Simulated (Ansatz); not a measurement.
The system is MnPt2.

```
CELL_PARAMETERS angstrom
2.85840 0.00000 0.00000
-1.42920 2.47545 0.00000
0.00000 0.00000 6.53250
ATOMIC_POSITIONS crystal
Pt 0.66667 0.33333 0.31621
Pt 0.33333 0.66667 0.68379
Mn 0.00000 0.00000 0.00000
```

The cell comes from a database or a generator and needn't be the stable form of this composition.

Base run:

```yaml
Program: Ansatz 0.2.0
Functional: PBE
Potentials_or_basis: Ansatz PAW
Cutoff: "420 eV (not typed: the program's choice for these potentials)"
k_mesh: 9 × 9 × 4
Occupations: fermi-dirac, width 0.05 eV
Spin: collinear spin, ferromagnetic start
Starting_moments: "[0.0, 0.0, 1.0] μB"
Fixed_moment: 1 μB
```

Its results: pressure -13.9 GPa; site moments Pt -0.20; Mn +1.41 μB; largest force 0.292 eV/Å.

**Question.** The run is repeated on the same cell with these changes: fixed moment from 1 μB to 2 μB; moments at the start from [0.0, 0.0, 1.0] to [0.0, 0.0, 2.0]. What comes out?

**Answer.** Pressure -10.5 GPa; site moments Pt -0.18; Mn +2.36 μB; largest force 0.167 eV/Å.

Caveats: the total moment is fixed, so each spin has its own Fermi level; the thresholds are loose for stress.
